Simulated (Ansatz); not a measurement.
# RbCa2Ta3O10: the cost of one run

Method: DFT PBE, plane waves, PAW, scalar-relativistic, no spin polarisation, in Ansatz 0.2.0.

## (1) The starting structure

The cell holds 16 atoms (Ca2O10RbTa3): a = 6.837 Å, b = 6.404 Å, c = 5.967 Å, α = 100.46°, β = 78.06°, γ = 90.61°.

Coordinates:

```
Ca O Rb Ta
1.0
     6.76184    0.83421    0.56547
    -0.84591    6.34741   -0.07521
     0.87240   -0.90758    5.83304
Ca O Rb Ta
2 10 1 3
Cartesian
  1.4285 1.0076 4.5464
  5.3060 3.2060 4.9520
  4.7097 1.0448 5.9876
  -0.1474 3.8491 0.6583
  4.4015 5.4431 4.3261
  5.2594 4.6801 2.9786
  2.1412 2.3236 0.5545
  4.9576 3.7579 1.5021
  3.0148 3.7293 1.0642
  2.2048 5.2400 3.4006
  0.6870 3.5084 4.8137
  3.5576 4.5029 2.5341
  1.5817 5.9521 0.4000
  4.8546 6.3421 1.2538
  0.1530 1.7674 1.8134
  3.6836 1.9775 2.5902
```

## (2) The run

input.yaml reads:

```yaml
crystal:
  lattice:
    - [6.761841, 0.834211, 0.565473]
    - [-0.84591, 6.347409, -0.07521]
    - [0.872402, -0.907584, 5.833043]
  atoms:
    - { symbol: Ca, position: [0.14333, 0.249825, 0.768744] }
    - { symbol: Ca, position: [0.748555, 0.518681, 0.783077] }
    - { symbol: O, position: [0.59931, 0.224717, 0.971301] }
    - { symbol: O, position: [0.040414, 0.617817, 0.11691] }
    - { symbol: O, position: [0.67074, 0.867733, 0.687826] }
    - { symbol: O, position: [0.807724, 0.694262, 0.441296] }
    - { symbol: O, position: [0.349444, 0.329505, 0.065432] }
    - { symbol: O, position: [0.7735, 0.517433, 0.189196] }
    - { symbol: O, position: [0.495498, 0.542625, 0.141409] }
    - { symbol: O, position: [0.36127, 0.857984, 0.559027] }
    - { symbol: O, position: [0.07765, 0.66067, 0.826244] }
    - { symbol: O, position: [0.562419, 0.691081, 0.388829] }
    - { symbol: Rb, position: [0.340386, 0.899725, 0.047175] }
    - { symbol: Ta, position: [0.81313, 0.913445, 0.14789] }
    - { symbol: Ta, position: [0.022332, 0.320244, 0.312855] }
    - { symbol: Ta, position: [0.530955, 0.29844, 0.396433] }
kpoints:
  mp_grid: { grid: [2, 3, 3] }
magnetization:
  spin_polarized: false
scf:
  occupations: { method: fermi_dirac, width: 0.1 }
hamiltonian:
  pseudopotentials: { kind: paw }
  xc: pbe
basis:
  ecutwfc: 420
md:
  timestep: 1.0
  n_steps: 30
  ensemble: nvt_langevin
  temperature: 1200.0
  initial_velocities: maxwell_boltzmann
  seed: 31716
```

Run with:

```bash
ansatz run input.yaml --threads 2 --pin off --max-ram 2560MiB --backend cpu --events-out ev --progress --plain --runs-dir out
```

What time and memory should one allow on 2 threads of Arm Neoverse N1, shared host?

About 8.5 min, with a peak of 0.72 GiB.
